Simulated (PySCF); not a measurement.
Molecule: F3Sc, in a box.

```
F Sc
1.0
    11.00000    0.00000    0.00000
     0.00000   13.00000    0.00000
     0.00000    0.00000   12.00000
F Sc
3 1
Direct
  0.57008 0.54110 0.61102
  0.47623 0.38167 0.42908
  0.43229 0.62156 0.39465
  0.49288 0.51480 0.47825
```

Base run:

```yaml
Program: PySCF 2.14.0
Functional: B3LYP5
Dispersion: D3(BJ)
Potentials_or_basis: 6-31g* (all-electron)
k_mesh: 1 × 1 × 1
Occupations: fixed
Spin: no spin polarisation
```

Its results: gap between the frontier levels 7.55 eV.

After a change of settings the same cell gave: gap between the frontier levels 6.29 eV. Which change was it?
A. functional from B3LYP5 to SCAN
B. functional from B3LYP5 to BHandHLYP; dispersion from D3(BJ) to D3
C. functional from B3LYP5 to PBE; dispersion from D3(BJ) to none
D. functional from B3LYP5 to HSE03

A.

B3LYP5 gives the wider gap, since exact exchange removes part of the self-interaction.

Caveats: this is a molecule in a periodic box at the Γ point, so its band gap is the HOMO-LUMO gap; the basis of atomic orbitals isn't converged, which shifts pressures, moduli and gaps.
